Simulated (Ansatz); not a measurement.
Runs of Ansatz 0.2.0 on Rh. The cell holds a sheet with vacuum, 1 atom: a = 2.430 Å, b = 2.430 Å, c = 23.800 Å, α = 90.00°, β = 90.00°, γ = 93.94°. The cell was built by a generator and needn't be a form met in nature.

| task | level | cell | cutoff (eV) | basis error allowed | gap on the mesh (eV) | work function (eV) |
| --- | --- | --- | --- | --- | --- | --- |
| single point | PBEsol | as given | 321 | 0.002 eV/atom | none | 5.69 |
| projected density of states | PBE | as given | 321 | 0.002 eV/atom | - | 5.55 |
| single point | PBE | as given | 345 | 0.001 eV/atom | none | 5.55 |
| single point | LDA | as given | 320 | 0.002 eV/atom | none | (a) |
| relaxation of the atoms | PBE | atoms relaxed | - | 0.002 eV/atom | - | 5.55 |

Alike in all rows: potentials or basis all-electron LAPW, scalar-relativistic; no spin polarisation; k mesh 11 × 11 × 1; smearing fermi-dirac 0.05 eV.

**Question.** Estimate the missing entries.

**Answer.** (a) 5.94.

A k mesh can miss the band edges, and the runs leave out spin-orbit coupling on Rh.

A gap of «none» marks a metal or a gap under the smearing width.

Not every run made on this cell is shown here.
